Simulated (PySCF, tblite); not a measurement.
**C₅H₁₁BF₂Si: geometry, infrared bands and NMR shifts**

Aim: predict the infrared bands and NMR shifts of C₅H₁₁BF₂Si (`CC(C)/C([SiH3])=C/B(F)F`).

The runs use tblite 0.8.0 and PySCF 2.14.0, with density-fitted response routines of our own; the level of theory stands in each step. All values are computed, except where a source is named. Atoms are numbered from 0 throughout.

**1. The starting structure**

20 atoms, charge 0, multiplicity 1; geometry from: force field or distance geometry start.

Bonds of the start (Å): C0–C1 1.50, C1–C2 1.50, C1–C3 1.49, C3–Si4 1.87, C3–C5 1.33, C5–B6 1.58, B6–F7 1.47, B6–F8 1.42, C0–H9 1.12, C0–H10 1.10, C0–H11 1.12, C1–H12 1.15, C2–H13 1.13, C2–H14 1.10, C2–H15 1.13, Si4–H16 1.47, Si4–H17 1.46, Si4–H18 1.46, C5–H19 1.06.

**2. Optimising the geometry with GFN2-xTB**

The job: settings as JSON, then the geometry in Å.

```
{"job": {"kind": "relax", "xc": "GFN2-xTB", "basis": "xTB"}, "charge": 0, "multiplicity": 1}
C     -1.859200     0.842500     0.413600
C     -1.030800    -0.392800     0.216600
C     -1.584100    -1.294600    -0.841600
C      0.415800    -0.081900     0.051200
Si     1.202500     1.009600     1.348300
C      1.154800    -0.553700    -0.944600
B      2.667400    -0.108500    -0.943600
F      3.559700    -0.598500     0.121300
F      3.247100     0.551200    -2.064400
H     -2.834200     0.748800    -0.130400
H     -1.324900     1.772400     0.147700
H     -2.139400     0.927700     1.493300
H     -1.133100    -0.966600     1.205800
H     -2.612500    -1.630500    -0.523600
H     -0.939600    -2.157000    -1.083400
H     -1.737800    -0.693600    -1.781000
H      0.091700     1.725500     1.984000
H      1.948300     0.152400     2.270300
H      2.152400     1.946500     0.752400
H      0.750800    -1.188200    -1.694900
```

Started as:

```
OMP_NUM_THREADS=1 python probes_run.py task.json out
```

One launch serves the whole session: the jobs run in the order shown.

The log of the run:

```text
step      E/eV     max force
  0    -782.98681    3.624
  1    -783.53160    2.623
  2    -783.73695    1.939
  3    -783.79983    0.799
  4    -783.85065    0.410
  5    -783.86647    0.399
  6    -783.87994    0.272
  7    -783.88935    0.304
  8    -783.89936    0.313
  9    -783.90789    0.273
 10    -783.91537    0.271
 11    -783.92203    0.183
 12    -783.92783    0.218
 13    -783.93336    0.234
 14    -783.93963    0.199
 15    -783.94667    0.226
 16    -783.95378    0.186
 17    -783.96049    0.212
 18    -783.96676    0.201
 19    -783.97205    0.177
 20    -783.97617    0.138
 21    -783.98003    0.157
 22    -783.98491    0.217
 23    -783.99160    0.257
 24    -784.00009    0.280
 25    -784.00939    0.234
 26    -784.01932    0.242
 27    -784.03037    0.274
 28    -784.04006    0.241
 29    -784.04396    0.313
 30    -784.05110    0.228
 31    -784.05578    0.193
 32    -784.06627    0.162
 33    -784.07280    0.174
 34    -784.07911    0.160
 35    -784.08284    0.195
 36    -784.08629    0.169
 37    -784.09147    0.204
 38    -784.09695    0.160
 39    -784.10535    0.154
 40    -784.10957    0.173
 41    -784.12004    0.246
 42    -784.12729    0.189
 43    -784.13376    0.287
 44    -784.14044    0.177
 45    -784.14852    0.186
 46    -784.15470    0.158
 47    -784.15866    0.142
 48    -784.16198    0.148
 49    -784.16562    0.205
 50    -784.16860    0.194
 51    -784.17114    0.138
 52    -784.17300    0.098
 53    -784.17477    0.109
 54    -784.17795    0.149
 55    -784.18065    0.114
 56    -784.18324    0.127
 57    -784.18553    0.102
 58    -784.18743    0.089
 59    -784.18905    0.091
 60    -784.19097    0.106
 61    -784.19336    0.149
 62    -784.19581    0.138
 63    -784.19786    0.104
 64    -784.19978    0.074
 65    -784.20140    0.083
 66    -784.20292    0.084
 67    -784.20488    0.102
 68    -784.20652    0.103
 69    -784.20827    0.091
 70    -784.21034    0.100
 71    -784.21261    0.107
 72    -784.21488    0.124
 73    -784.21688    0.093
 74    -784.21866    0.098
 75    -784.22043    0.105
 76    -784.22208    0.114
 77    -784.22396    0.111
 78    -784.22610    0.134
 79    -784.22813    0.106
 80    -784.22955    0.065
 81    -784.23043    0.061
 82    -784.23104    0.053
 83    -784.23156    0.049
 84    -784.23206    0.049
 85    -784.23259    0.050
 86    -784.23309    0.053
 87    -784.23352    0.048
 88    -784.23388    0.045
 89    -784.23424    0.044
 90    -784.23459    0.046
 91    -784.23491    0.038
 92    -784.23518    0.039
 93    -784.23549    0.041
 94    -784.23590    0.045
 95    -784.23635    0.049
 96    -784.23669    0.038
 97    -784.23688    0.033
 98    -784.23702    0.023
 99    -784.23717    0.025
100    -784.23732    0.025
101    -784.23748    0.033
102    -784.23763    0.029
103    -784.23778    0.023
104    -784.23791    0.020
105    -784.23802    0.025
106    -784.23813    0.025
107    -784.23825    0.025
108    -784.23838    0.032
109    -784.23852    0.030
110    -784.23868    0.038
111    -784.23886    0.035
112    -784.23901    0.020
113    -784.23911    0.019
114    -784.23917    0.020
115    -784.23924    0.019
116    -784.23933    0.018
117    -784.23943    0.020
118    -784.23949    0.014
119    -784.23952    0.010
```

Wall time 0.58 s (1 thread of AMD EPYC 9R45, shared host).

Relaxation path: (not every step is listed)

```csv
step,energy from step 0 (eV),largest force (eV/Å)
0,0.0000,3.6243
1,-0.5448,2.6227
2,-0.7501,1.9389
3,-0.8130,0.7992
4,-0.8638,0.4099
5,-0.8797,0.3990
6,-0.8931,0.2724
7,-0.9025,0.3042
8,-0.9126,0.3129
18,-0.9800,0.2014
28,-1.0533,0.2411
38,-1.1101,0.1597
48,-1.1752,0.1484
58,-1.2006,0.0894
68,-1.2197,0.1031
78,-1.2393,0.1335
88,-1.2471,0.0448
98,-1.2502,0.0233
108,-1.2516,0.0316
114,-1.2524,0.0196
115,-1.2524,0.0194
116,-1.2525,0.0185
117,-1.2526,0.0202
118,-1.2527,0.0140
119,-1.2527,0.0098
```

Distances of close pairs at the start and the end, largest changes first:

```
  bond  before (Å)  after (Å)  change (Å)
 B6–F7       1.473      1.328      -0.145
 B6–F8       1.424      1.325      -0.099
C1–H12       1.148      1.096      -0.052
 C5–B6       1.577      1.532      -0.044
C2–H13       1.128      1.088      -0.040
C2–H15       1.126      1.087      -0.038
C3–Si4       1.869      1.904      +0.035
 C0–C1       1.500      1.533      +0.033
```

The final coordinates are the input of the step that follows.

**3. Harmonic vibrations with GFN2-xTB**

The job: settings as JSON, then the geometry in Å.

```
{"job": {"kind": "ir", "xc": "GFN2-xTB", "basis": "xTB"}, "charge": 0, "multiplicity": 1}
C     -1.796255     0.987204     0.102825
C     -1.059056    -0.347836     0.259739
C     -1.596533    -1.367437    -0.742545
C      0.420448    -0.072547     0.166409
Si     1.229410     0.701334     1.705940
C      1.129207    -0.327792    -0.947098
B      2.620688    -0.025554    -1.126580
F      3.390135     0.516428    -0.190019
F      3.271568    -0.282315    -2.251482
H     -2.867503     0.843101     0.223964
H     -1.611158     1.398558    -0.887281
H     -1.454427     1.704531     0.845295
H     -1.258430    -0.728509     1.268362
H     -2.632291    -1.600844    -0.504752
H     -1.019503    -2.288449    -0.700855
H     -1.565925    -0.977932    -1.757391
H      0.174471     0.789180     2.725501
H      2.280546    -0.180810     2.205028
H      1.710913     2.046540     1.399801
H      0.628547    -0.776173    -1.797897
```

The log of the run:

```text
mode    cm-1     km/mol
  1      40.0      0.02
  2      66.6      0.05
  3      99.5      0.83
  4     110.6      3.25
  5     189.6      1.48
  6     194.0      2.58
  7     210.8      0.44
  8     235.8      0.66
  9     243.0      1.29
 10     269.5      0.20
 11     319.6      0.37
 12     391.7     12.40
 13     421.4      5.68
 14     458.5     33.20
 15     520.1     15.81
 16     537.6     29.30
 17     572.3     71.32
 18     606.8     80.85
 19     654.6     10.95
 20     752.1    191.06
 21     800.8    272.84
 22     815.6    201.56
 23     834.6     27.07
 24     872.6     58.30
 25     908.6     11.91
 26     943.2      5.14
 27     983.3      3.08
 28    1017.8     26.11
 29    1109.9      0.81
 30    1140.0      6.02
 31    1189.5     68.03
 32    1219.9    218.76
 33    1264.6    189.31
 34    1281.3     66.47
 35    1307.8    345.51
 36    1352.3     40.38
 37    1400.3      6.63
 38    1414.3      3.04
 39    1490.8      2.30
 40    1494.6      1.44
 41    1504.1      2.32
 42    1511.8      2.63
 43    1614.6    131.38
 44    2210.8    327.38
 45    2279.7    167.63
 46    2292.0    341.22
 47    2915.3     35.63
 48    3027.0      5.94
 49    3030.2     15.91
 50    3031.3     56.04
 51    3036.4     20.92
 52    3037.6     42.80
 53    3038.6      9.09
 54    3042.6     73.44
```

Run time: 0.5 s. Hardware: 1 thread of AMD EPYC 9R45, shared host.

Which atoms move in the most intense modes:

| cm⁻¹ | km/mol | atoms |
| --- | --- | --- |
| 752 | 191.1 | H18 48 %, H17 43 % |
| 801 | 272.8 | H18 45 %, H16 45 % |
| 816 | 201.6 | H16 50 %, H17 44 % |
| 1220 | 218.8 | B6 48 %, F8 12 %, H19 11 % |
| 1265 | 189.3 | B6 41 %, H19 24 %, H12 15 % |
| 1308 | 345.5 | B6 31 %, H19 22 %, H12 12 %, C5 11 % |
| 2211 | 327.4 | H16 96 % |
| 2292 | 341.2 | H17 84 %, H18 12 % |

**4. Shielding tensors: PBE0/pcSseg-1**

Settings changed since step 3:

```diff
@@ -1,2 +1,2 @@
-{"job": {"kind": "ir", "xc": "GFN2-xTB", "basis": "xTB"}, "charge": 0, "multiplicity": 1}
+{"job": {"kind": "nmr", "xc": "PBE0", "basis": "pcSseg-1"}, "charge": 0, "multiplicity": 1}
 C     -1.796255     0.987204     0.102825
```

Method: GIAO PBE0/pcSseg-1 NMR shielding, non-relativistic, gas phase.

The log of the run:

```text
coarse grid: 17136 points
cycle   1  E = -710.4997379135  dE =  8.268e-01  |g| = 6.834e-01  |ddm| = 3.894e+00
cycle   2  E = -710.4576160928  dE =  4.212e-02  |g| = 8.919e-01  |ddm| = 9.585e-01
cycle   3  E = -710.5867419967  dE = -1.291e-01  |g| = 6.449e-02  |ddm| = 5.301e-01
cycle   4  E = -710.5873703635  dE = -6.284e-04  |g| = 3.270e-02  |ddm| = 7.254e-02
cycle   5  E = -710.5875987935  dE = -2.284e-04  |g| = 9.104e-03  |ddm| = 3.278e-02
cycle   6  E = -710.5876166428  dE = -1.785e-05  |g| = 3.902e-03  |ddm| = 1.215e-02
cycle   7  E = -710.5876206085  dE = -3.966e-06  |g| = 5.196e-04  |ddm| = 4.042e-03
final grid: 161480 points
cycle   8  E = -710.6490344261  dE = -8.087e-05  |g| = 8.507e-03  |ddm| = 4.413e-02
cycle   9  E = -710.6490273424  dE =  7.084e-06  |g| = 9.900e-03  |ddm| = 1.624e-02
cycle  10  E = -710.6490520659  dE = -2.472e-05  |g| = 1.349e-03  |ddm| = 9.519e-03
cycle  11  E = -710.6490524723  dE = -4.063e-07  |g| = 5.005e-04  |ddm| = 1.638e-03
cycle  12  E = -710.6490525339  dE = -6.166e-08  |g| = 8.870e-05  |ddm| = 4.798e-04
cycle  13  E = -710.6490525357  dE = -1.745e-09  |g| = 2.622e-05  |ddm| = 1.197e-04
cycle  14  E = -710.6490525358  dE = -1.398e-10  |g| = 6.001e-06  |ddm| = 2.240e-05
converged SCF energy = -710.6490525358

GIAO shielding tensors (ppm)
atom      isotropic    diamagn.    paramagn.     s11        s22        s33       span
  0 C      162.035     249.238     -87.203    146.565    155.627    183.914     37.349
  1 C      142.567     246.922    -104.355    131.593    139.766    156.343     24.750
  2 C      165.389     248.571     -83.181    151.920    158.706    185.542     33.621
  3 C      -10.106     263.588    -273.694   -135.421    -59.763    164.868    300.289
  4 Si     418.769     882.103    -463.333    371.498    428.028    456.782     85.283
  5 C       57.029     256.625    -199.596    -52.187     49.952    173.323    225.510
  6 B       76.726     194.915    -118.189     63.061     78.771     88.346     25.286
  7 F      254.899     472.019    -217.120    114.450    280.819    369.430    254.980
  8 F      252.973     466.266    -213.293    101.886    300.264    356.768    254.882
  9 H       30.429      30.333       0.096     26.217     27.809     37.260     11.043
 10 H       31.260      31.766      -0.505     28.019     29.674     36.088      8.069
 11 H       30.278      31.496      -1.218     25.438     29.826     35.570     10.132
 12 H       29.052      33.505      -4.452     24.485     29.122     33.550      9.065
 13 H       30.461      29.707       0.754     26.106     28.370     36.908     10.802
 14 H       30.543      31.178      -0.634     26.386     28.148     37.096     10.710
 15 H       30.492      31.755      -1.263     27.171     28.862     35.442      8.270
 16 H       27.766      30.581      -2.815     24.075     27.791     31.432      7.358
 17 H       27.281      29.846      -2.565     23.738     26.374     31.732      7.994
 18 H       27.218      30.037      -2.819     24.107     25.969     31.578      7.471
 19 H       25.254      34.493      -9.239     21.977     22.906     30.880      8.903
```

Run time: 27 s. Hardware: 1 thread of AMD EPYC 9R45, shared host; peak memory 1 GiB.

The references, computed at this level on geometries of the same kind, shield at (ppm): 1H TMS 31.72, 13C TMS 186.9, 29Si TMS 349.2, 19F CFCl3 170.9, 11B BF3·OEt2 100.1. Their shielding less the atom's gives the shift. The references are single molecules in the gas phase, so shifts against H2O, NH3, PH3, H3PO4 or CFCl3 are not on the usual liquid scales and can be off by tens of ppm. Atoms listed in one row are averaged.

```csv
atoms,environment,σ (ppm),δ (ppm),δ scaled to CDCl3
C3,fully substituted alkene carbon,-10.1,197.0,190.4
C5,alkene CH,57.0,129.9,124.9
C1,allylic sp3 CH,142.6,44.4,41.4
"C0, C2",methyl carbon,163.7,23.2,20.7
H19,hydrogen on an alkene CH,25.25,6.46,6.20
"H16, H17, H18",hydrogen on a silicon bonded to C,27.42,4.30,–
H12,hydrogen on an allylic sp3 CH,29.05,2.66,2.62
"H9, H10, H11, H13, H14, H15",hydrogen on a methyl carbon,30.58,1.14,1.18
Si4,"silicon bonded to C, 3 H",418.8,-69.6,–
B6,"boron bonded to C, 2 F",76.7,23.3,–
"F7, F8",fluorine bonded to B,253.9,-83.0,–
```

The scaled column applies a straight-line fit of computed shieldings to shifts measured in CDCl3, and one for carbons that bear F (root-mean-square error 0.16 ppm for H, 1.9 ppm for C).

The run also stored atomic charges by several schemes (e):

```csv
atoms,Mulliken,IAO,Hirshfeld,ESP fit
"C0, C2",-0.22,-0.41,-0.11,-0.60
C1,-0.31,-0.10,-0.02,0.53
C3,-0.42,-0.17,-0.04,-0.19
Si4,0.53,0.58,0.29,0.34
C5,-0.28,-0.36,-0.14,-0.46
B6,0.75,0.69,0.30,0.80
"F7, F8",-0.30,-0.32,-0.13,-0.32
```

Mayer bond orders: C0–C1 1.01, C1–C2 1.05, C1–C3 1.01, C3–Si4 0.84, C3–C5 1.82, C5–B6 1.02, B6–F7 1.06, B6–F8 1.11.

The fields below are evaluated on a grid from the run's orbitals.

Frontier orbitals at PBE0/pcSseg-1, with the share of their density that lies nearest to each atom:

```
orbital  energy (eV)                    lies on
   HOMO        -8.09           C5 40 %; C3 27 %
   LUMO        -1.62  C3 33 %; B6 21 %; C5 17 %
```

ELF in a plane through or near 5 of the atoms.

Ten even steps from '0' (0.00) to '9' (1.00):
```
0000000000000000000000000000
0000000000000000000000000000
0000000000000000000000000000
0000000122000000000000000000
0000000798510000110000000000
0000005999951007994000000000
0000005999971039995376100000
0000000599831018986999700000
0000011001112103472999700000
0000356300035301565686100000
0001477511257510232100000000
0001355427766400000000000000
0000001216756510167510000000
0000257751148950399930000000
0000478772018940189710000000
0000147762002300000000000000
0000012431000000000000000000
0000000000000000000000000000
0000000000000000000000000000
0000000000000000000000000000
```
The map spans 12.0 Å across and 10.6 Å up, centred on the molecule. Atoms in the plane (x, y in Å): C0 (1.6, 0.8), F8 (-3.1, -2.5), H9 (2.7, 1.0), H11 (1.1, 1.8), H18 (-2.1, 2.0).

On the surface of density 0.002 e/bohr³ the electrostatic potential runs, from the 1st to the 99th percentile, from -0.88 V near F8 to 1.16 V near B6.

**5. Outcome**

```
                                                                 quantity                         value
                                strongest single infrared mode (GFN2-xTB)         1308 cm⁻¹, 346 km/mol
                                             zero-point energy (GFN2-xTB)                 93.4 kcal/mol
  13C shifts against TMS (PBE0/pcSseg-1, means over atoms taken as alike)  197.0, 129.9, 44.4, 23.2 ppm
   1H shifts against TMS (PBE0/pcSseg-1, means over atoms taken as alike)    6.46, 4.30, 2.66, 1.14 ppm
                                  29Si shifts against TMS (PBE0/pcSseg-1)                     -69.6 ppm
                              11B shifts against BF3·OEt2 (PBE0/pcSseg-1)                      23.3 ppm
19F shifts against CFCl3 (PBE0/pcSseg-1, means over atoms taken as alike)                     -83.0 ppm
                                    surface potential, 1st and 99th percentile            -0.88 V and 1.16 V
```

Over 119 steps the energy fell by 1.253 eV; of the close pairs, B6–F7 changed most, 1.473 to 1.328 Å. All 54 modes are real, so the xTB geometry is a minimum. The strongest single mode, at 1308 cm⁻¹, is carried by B6, H19, H12, C5. Unscaled tight-binding wavenumbers are off by several per cent, some by more. Its intensities can rank the bands wrongly. H19 (hydrogen on an alkene CH) lies farthest downfield among hydrogen, at 6.46 ppm; attached to an sp2 carbon and in the plane of the double bond. At PBE0/pcSseg-1: The widest tensor belongs to C3: span 300 ppm, with a paramagnetic part of -274 ppm. At PBE0/pcSseg-1, counted by nearest atom on the grid, the HOMO lies on C5 40 %; C3 27 %, the LUMO on C3 33 %; B6 21 %.
